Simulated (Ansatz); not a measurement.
**GeH₄OS (SMILES [OH][GeH2][SH]): functionals against CCSD(T) at one geometry**

Aim: energy, forces and dipole at a structure displaced at random from a GFN2-xTB minimum, from CCSD(T) and from density functionals.

The runs use Ansatz 0.2.0, Gaussian basis; single points in def2-TZVPP.

Cores are frozen in the correlated methods. Filled d shells of the heavier atoms are correlated.

## (1) The system as given

7 atoms, charge 0, spin multiplicity 1.

Atoms are counted from 1 here; the program's logs count them from 0.

Bond lengths: O1–Ge2 1.787 Å, O1–H4 0.926 Å, Ge2–S3 2.285 Å, Ge2–H5 1.495 Å, Ge2–H6 1.509 Å, S3–H7 1.301 Å. Angles: Ge2–O1–H4 124.3°, O1–Ge2–S3 99.8°, O1–Ge2–H5 105.2°, O1–Ge2–H6 111.8°, S3–Ge2–H5 112.8°, S3–Ge2–H6 114.9°, H5–Ge2–H6 111.4°, Ge2–S3–H7 92.0°.

As a file:

```mol
GeH4OS
  3D, bonds by distance, orders not assigned

  7  6  0  0  0  0  0  0  0  0999 V2000
   -1.5136   -0.6103   -0.0343 O   0  0
    0.0064    0.3252   -0.1144 Ge  0  0
    1.4722   -1.2513    0.6516 S   0  0
   -2.3499   -0.2630   -0.2258 H   0  0
    0.1979    0.6375   -1.5643 H   0  0
   -0.0650    1.5834    0.7152 H   0  0
    2.4773   -0.4317    0.5490 H   0  0
  1  2  8  0
  1  4  8  0
  2  3  8  0
  2  5  8  0
  2  6  8  0
  3  7  8  0
M  END
```

## (2) CCSD(T)/def2-TZVPP

run/in.yaml

```yaml
crystal:
  periodic: [false, false, false]
  atoms:
    - {symbol: O, position_ang: [-1.513600, -0.610300, -0.034300]}
    - {symbol: Ge, position_ang: [0.006400, 0.325200, -0.114400]}
    - {symbol: S, position_ang: [1.472200, -1.251300, 0.651600]}
    - {symbol: H, position_ang: [-2.349900, -0.263000, -0.225800]}
    - {symbol: H, position_ang: [0.197900, 0.637500, -1.564300]}
    - {symbol: H, position_ang: [-0.065000, 1.583400, 0.715200]}
    - {symbol: H, position_ang: [2.477300, -0.431700, 0.549000]}
basis:
  gaussian: {orbitals: def2-TZVPP}
correlation: {method: ccsd_t}
output: {forces: true}
```

The command line of these runs was not kept.

## (3) PBE0-D4/def2-TZVPP

Changes to run/in.yaml since step 2:

```diff
@@ -12,3 +12,3 @@
   gaussian: {orbitals: def2-TZVPP}
-correlation: {method: ccsd_t}
-output: {forces: true}
+hamiltonian: {xc: pbe0, dispersion: d4}
+output: {forces: true, orbitals: {seedname: orbitals}}
```

## (4) wB97M-V/def2-TZVPP

Changes to run/in.yaml since step 3:

```diff
@@ -12,3 +12,3 @@
   gaussian: {orbitals: def2-TZVPP}
-hamiltonian: {xc: pbe0, dispersion: d4}
-output: {forces: true, orbitals: {seedname: orbitals}}
+hamiltonian: {xc: {name: wB97M-V}}
+output: {forces: true}
```

## (5) r2SCAN-D4/def2-TZVPP

Changes to run/in.yaml since step 4:

```diff
@@ -12,3 +12,3 @@
   gaussian: {orbitals: def2-TZVPP}
-hamiltonian: {xc: {name: wB97M-V}}
+hamiltonian: {xc: r2scan, dispersion: d4}
 output: {forces: true}
```

## (6) PBE-D4/def2-TZVPP

Changes to run/in.yaml since step 5:

```diff
@@ -12,3 +12,3 @@
   gaussian: {orbitals: def2-TZVPP}
-hamiltonian: {xc: r2scan, dispersion: d4}
+hamiltonian: {xc: pbe, dispersion: d4}
 output: {forces: true}
```

## (7) revPBE-D4/def2-TZVPP

Changes to run/in.yaml since step 6:

```diff
@@ -12,3 +12,3 @@
   gaussian: {orbitals: def2-TZVPP}
-hamiltonian: {xc: pbe, dispersion: d4}
+hamiltonian: {xc: {name: revPBE}, dispersion: d4}
 output: {forces: true}
```

## (8) HSE06-D4/def2-TZVPP

Changes to run/in.yaml since step 7:

```diff
@@ -12,3 +12,3 @@
   gaussian: {orbitals: def2-TZVPP}
-hamiltonian: {xc: {name: revPBE}, dispersion: d4}
+hamiltonian: {xc: hse06, dispersion: d4}
 output: {forces: true}
```

(Steps that only read results are left out.)

Before running it: what results should come out? Wanted: energy less free atoms, CCSD(T)/def2-TZVPP; RMS force component; RMS force error; HOMO and LUMO, PBE0-D4; T1 diagnostic.

As calculated:

```
                                  quantity                                                                                              value
energy less free atoms, CCSD(T)/def2-TZVPP                                                                                    -484.7 kcal/mol
                       RMS force component                                                               0.847 to 0.985 eV/Å over the methods
                           RMS force error  PBE0-D4 0.068, wB97M-V 0.035, r2SCAN-D4 0.052, PBE-D4 0.232, revPBE-D4 0.258, HSE06-D4 0.068 eV/Å
                    HOMO and LUMO, PBE0-D4                                                                                 -7.36 and -0.47 eV
                             T1 diagnostic                                                                                              0.011
```

What this shows: Against CCSD(T) the functionals' energies less atoms differ by -11.1 to +1.7 kcal/mol, PBE-D4 by -11.1 kcal/mol. A larger basis would deepen the CCSD(T) value, while the functionals are nearly converged already, so the order here is not reliable. For forces wB97M-V does best and revPBE-D4 worst. Frozen-core CCSD(T) forces in triple zeta carry basis errors of their own, and this is one geometry, so small gaps rank nothing.
